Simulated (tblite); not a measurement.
# InH2S2Cl (SMILES [SH][In]([SH])[Cl]): GFN1-xTB

What is the electronic atomisation energy of InH2S2Cl at GFN1-xTB? 

The calculation is run with tblite 0.8.0.

12 further runs of the same task are left out: 12 set aside as unsound or not needed.

**1. Starting point**

InH2S2Cl has 6 atoms, charge 0, and is taken as a singlet. SMILES: `[SH][In]([SH])[Cl]`. The shape was relaxed beforehand at GFN1-xTB. This is one conformer, not always the lowest.

Bond lengths: S1–In2 2.408 Å, In2–S3 2.412 Å, In2–Cl4 2.379 Å, S1–H5 1.326 Å, S3–H6 1.324 Å. Angles: S1–In2–S3 126.4°, S1–In2–Cl4 117.3°, S3–In2–Cl4 116.2°, In2–S1–H5 94.5°, In2–S3–H6 96.1°.

**2. Vibrational wavenumbers at GFN1-xTB**

input.xyz reads:

```xyz
6

S     -1.633707     1.507244    -1.080348
In    -0.222862    -0.248713    -0.228527
S      1.603369     0.008546     1.325291
Cl    -0.657419    -2.462934    -0.983088
H     -1.022072     2.468601    -0.402992
H      1.932692    -1.272744     1.369664
```

calc.py reads:

```python
# GFN1-xTB harmonic vibrations
import json
import numpy as np
from tblite.interface import Calculator
from tblite.interface import symbols_to_numbers
from ase.data import atomic_masses

symbols = list(map(str, np.loadtxt("input.xyz", skiprows=2, usecols=0, dtype=str, ndmin=1)))
numbers = np.array(symbols_to_numbers(symbols))
positions = np.loadtxt("input.xyz", skiprows=2, usecols=(1, 2, 3), ndmin=2) / 0.52917721

tb = Calculator("GFN1-xTB", numbers, positions, charge=0, uhf=0)
tb.set("verbosity", 0)
tb.set("accuracy", 0.01)
result = tb.singlepoint()
h = 0.005  # bohr
n = positions.size
H, D = np.zeros((n, n)), np.zeros((n, 3))
for a in range(n):
    g, d = [], []
    for sign in (1, -1):
        x = positions.ravel().copy()
        x[a] += sign * h
        tb.update(x.reshape(-1, 3))
        y = tb.singlepoint()
        g.append(y.get('gradient').ravel())
        d.append(y.get('dipole'))
    H[a], D[a] = (g[0] - g[1]) / (2 * h), (d[0] - d[1]) / (2 * h)
mass = np.repeat(atomic_masses[numbers], 3)
H = (H + H.T) / 2 / np.sqrt(np.outer(mass, mass))
# project out translations and rotations
com = positions - atomic_masses[numbers] @ positions / atomic_masses[numbers].sum()
T = [np.tile(v, len(numbers)) for v in np.eye(3)] + [np.cross(com, v).ravel() for v in np.eye(3)]
U, sv, _ = np.linalg.svd((np.array(T) * np.sqrt(mass)).T)
Q = U[:, (sv > 1e-3 * sv.max()).sum():]
w, V = np.linalg.eigh(Q.T @ H @ Q)
freq = np.sign(w) * np.sqrt(np.abs(w)) * 5140.487
inten = (((Q @ V).T / np.sqrt(mass)) @ D) ** 2
inten = inten.sum(axis=1) * 974.88
print(f"E = {result.get('energy'):.8f} Eh, max gradient {np.abs(result.get('gradient')).max():.2e} Eh/bohr")
print("mode   frequency/cm^-1   IR/(km/mol)")
for i, (v, s) in enumerate(zip(freq, inten), 1):
    print(f"{i:4d} {v:14.2f} {s:14.3f}")
zpe = freq[freq > 0].sum() / 2 / 219474.63
print(f"imaginary modes: {(freq < -10).sum()}, zero-point energy {zpe:.6f} Eh = {zpe * 27.211386:.4f} eV")
out = {k: np.asarray(result.get(k)).tolist() for k in ("energy", "gradient", "charges", "dipole", "orbital-energies", "orbital-occupations")}
out.update(symbols=symbols, positions=(positions * 0.529177210903).tolist(), frequencies=freq.tolist(), intensities=inten.tolist(), zpe=zpe)
json.dump(out, open("results.json", "w"))
```

The run is started by

```console
$ python calc.py
```

What it wrote:

```text
E = -14.34780280 Eh, max gradient 5.89e-06 Eh/bohr
mode   frequency/cm^-1   IR/(km/mol)
   1          47.13         14.821
   2          68.80          6.275
   3          78.00          9.684
   4         174.06         39.347
   5         189.90         37.071
   6         286.48         23.436
   7         349.37         98.114
   8         388.83         72.014
   9         647.01         19.705
  10         674.41         48.040
  11        2619.98        217.039
  12        2633.28        202.510
imaginary modes: 0, zero-point energy 0.018584 Eh = 0.5057 eV
```

It took 0.67 s on 1 thread of Intel Xeon at 2.50GHz (Skylake/Cascade Lake), shared host.

**3. The Cl atom: the energy at GFN1-xTB**

xtb_job.py reads:

```python
import json
import numpy as np
from tblite.interface import Calculator

symbols = ["Cl"]
numbers = np.array([17])
positions = np.array([
    [0.000000, 0.000000, 0.000000],
]) / 0.52917721  # angstrom to bohr

calc = Calculator("GFN1-xTB", numbers, positions, charge=0, uhf=1)
calc.set("verbosity", 0)
calc.set("accuracy", 0.1)
calc.add("spin-polarization", 1.0)
sp = calc.singlepoint()

print(f"total energy: {sp.get('energy') * 627.5095:.8f} kcal/mol")
eps = np.atleast_2d(sp.get("orbital-energies")) * 27.211386
occ = np.atleast_2d(sp.get("orbital-occupations"))
filled = occ.sum(axis=0) if eps.shape[0] == 1 else occ[0]
homo = np.nonzero(filled > 0.5)[0].max()
print("  MO   occupation   energy/eV")
for i in range(max(0, homo - 4), min(eps.shape[1], homo + 5)):
    print(f"{i + 1:4d} {filled[i]:10.4f} {eps[0, i]:12.4f}")
mu = sp.get("dipole") * 2.541746
print(f"|mu|: {np.linalg.norm(mu):.4f} D, components " + " ".join(f"{c:.4f}" for c in mu))
q = sp.get("charges")
print("Charges:", " ".join(f"{s}{i + 1}={c:+.4f}" for i, (s, c) in enumerate(zip(symbols, q))))
out = {k: np.asarray(sp.get(k)).tolist() for k in ("energy", "gradient", "charges", "dipole", "orbital-energies", "orbital-occupations")}
out.update(symbols=symbols, positions=(positions * 0.529177210903).tolist())
json.dump(out, open("results.json", "w"))
```

Run the same way, it converges to -4.17438 Eh (log not shown).

**4. The H atom: the energy at GFN1-xTB**

input.xyz reads:

```xyz
1

H      0.000000     0.000000     0.000000
```

xtb_job.py reads:

```python
import json
import numpy as np
from ase.io import read
from tblite.ase import TBLite
from ase.units import kcal, mol as mol_
from ase.units import Debye

system = read("input.xyz")
start = system.get_positions()

system.calc = TBLite(
    method="GFN1-xTB",
    multiplicity=2,
    accuracy=0.1,
    spin_polarization=1.0,
)
print(f"Energy: {system.get_potential_energy() / (kcal / mol_):.6f} kcal/mol")
print(f"Dipole: {np.linalg.norm(system.get_dipole_moment()) / Debye:.4f} D")
print("Charges:", np.round(system.get_charges(), 4))
json.dump(dict(energy=system.get_potential_energy(), forces=system.get_forces().tolist(), dipole=system.get_dipole_moment().tolist(), charges=system.get_charges().tolist(),
               symbols=system.get_chemical_symbols(), start=start.tolist(), final=system.positions.tolist()), open("results.json", "w"))
```

The run is started by

```console
$ python xtb_job.py
```

What it wrote:

```text
------------------------------------------------------------
  cycle        total energy    energy error   density error
------------------------------------------------------------
      1    -0.4372419744618  -4.3724197E-01   5.0000000E-01
      2    -0.4372419744618   0.0000000E+00   3.0000000E-01
      3    -0.4372419744618   0.0000000E+00   1.7998200E-05
      4    -0.4372419744618   0.0000000E+00   1.4044321E-14
------------------------------------------------------------

 total:                                   0.001 sec
Energy: -274.373481 kcal/mol
Dipole: 0.0000 D
Charges: [0.]
```

It took 1.4 s on 1 thread of Intel Xeon at 2.50GHz (Skylake/Cascade Lake), shared host; peak memory 0.091 GiB.

**5. The In atom: the energy at GFN1-xTB**

calc.py reads:

```python
# GFN1-xTB single point
import json
import numpy as np
from tblite.interface import Calculator

symbols = ["In"]
numbers = np.array([49])
positions = np.array([
    [0.000000, 0.000000, 0.000000],
]) / 0.529177210903

calc = Calculator("GFN1-xTB", numbers, positions, charge=0, uhf=1)
calc.set("verbosity", 0)
calc.set("accuracy", 0.1)
calc.add("spin-polarization", 1.0)
wfn = calc.singlepoint()

print(f"total energy: {wfn.get('energy') * 2625.4996:.8f} kJ/mol")
eps = np.atleast_2d(wfn.get("orbital-energies")) * 27.211386
occ = np.atleast_2d(wfn.get("orbital-occupations"))
filled = occ.sum(axis=0) if eps.shape[0] == 1 else occ[0]
homo = np.nonzero(filled > 0.5)[0].max()
print(f"HOMO {eps[0, homo]:.4f} eV")
if homo + 1 < eps.shape[1]:
    print(f"LUMO {eps[0, homo + 1]:.4f} eV, gap {eps[0, homo + 1] - eps[0, homo]:.4f} eV")
mu = wfn.get("dipole") * 2.541746
print(f"Dipole moment: {np.linalg.norm(mu):.4f} D, components " + " ".join(f"{c:.4f}" for c in mu))
q = wfn.get("charges")
print("Charges:", " ".join(f"{s}{i + 1}={c:+.4f}" for i, (s, c) in enumerate(zip(symbols, q))))
out = {k: np.asarray(wfn.get(k)).tolist() for k in ("energy", "gradient", "charges", "dipole", "orbital-energies", "orbital-occupations")}
out.update(symbols=symbols, positions=(positions * 0.529177210903).tolist())
json.dump(out, open("results.json", "w"))
```

Run the same way, it converges to -1.38303 Eh (log not shown).

**6. The S atom: a single-point energy at GFN1-xTB**

xtb_job.py reads:

```python
"""GFN1-xTB single point with ASE"""
import json
import numpy as np
from ase import Atoms
from ase.units import Bohr
from tblite.ase import TBLite
from ase.units import kJ, mol as mol_
from ase.units import Debye

molecule = Atoms(["S"], positions=Bohr * np.array([
    [0.000000, 0.000000, 0.000000],
]))
start = molecule.get_positions()

molecule.calc = TBLite(
    method="GFN1-xTB",
    multiplicity=3,
    accuracy=0.1,
    spin_polarization=1.0,
)
print(f"Potential energy: {molecule.get_potential_energy() / (kJ / mol_):.6f} kJ/mol")
print(f"Dipole: {np.linalg.norm(molecule.get_dipole_moment()) / Debye:.4f} D")
for a, q in zip(molecule, molecule.get_charges()):
    print(f"{a.symbol}{a.index + 1} {q:+.4f}")
json.dump(dict(energy=molecule.get_potential_energy(), forces=molecule.get_forces().tolist(), dipole=molecule.get_dipole_moment().tolist(), charges=molecule.get_charges().tolist(),
               symbols=molecule.get_chemical_symbols(), start=start.tolist(), final=molecule.positions.tolist()), open("results.json", "w"))
```

Run the same way, it converges to -3.56511 Eh (log not shown).

**7. What came out**

At GFN1-xTB:

| quantity | value |
| --- | --- |
| molecule: total energy | -14.34780 Eh |
| molecule: dipole moment | 3.26 D |
| molecule: HOMO energy | -11.33 eV |
| molecule: LUMO energy | -7.51 eV |
| molecule: HOMO–LUMO gap | 3.83 eV |
| molecule: largest force on an atom | 0.000 eV/Å |
| molecule: lowest harmonic wavenumber | 47 cm⁻¹ |
| molecule: highest harmonic wavenumber | 2633 cm⁻¹ |
| molecule: zero-point energy | 48.8 kJ/mol |
| Cl atom: total energy | -4.17438 Eh |
| Cl atom: dipole moment | 0.00 D |
| Cl atom: HOMO energy (as the program lists it) | -13.32 eV |
| Cl atom: LUMO energy (as the program lists it) | -1.53 eV |
| Cl atom: largest force on an atom | 0.000 eV/Å |
| H atom: total energy | -0.43724 Eh |
| H atom: dipole moment | 0.00 D |
| H atom: largest force on an atom | 0.000 eV/Å |
| In atom: total energy | -1.38303 Eh |
| In atom: dipole moment | 0.00 D |
| In atom: HOMO energy (as the program lists it) | -17.16 eV |
| In atom: LUMO energy (as the program lists it) | -4.05 eV |
| In atom: largest force on an atom | 0.000 eV/Å |
| S atom: total energy | -3.56511 Eh |
| S atom: dipole moment | 0.00 D |
| S atom: largest force on an atom | 0.000 eV/Å |
| electronic atomisation energy | 21.380 eV |

**Reading.** Taking the molecule apart into free atoms costs 21.38 eV (2063 kJ/mol), before zero-point energy and without spin-orbit coupling. Tight-binding and semi-empirical models aren't fitted to free atoms, so this value can be far from the true one. All 12 modes (molecule) are real, so the shape is a minimum at this level. Mulliken charges (molecule) run from -0.29 on Cl4 to +0.41 on In2.
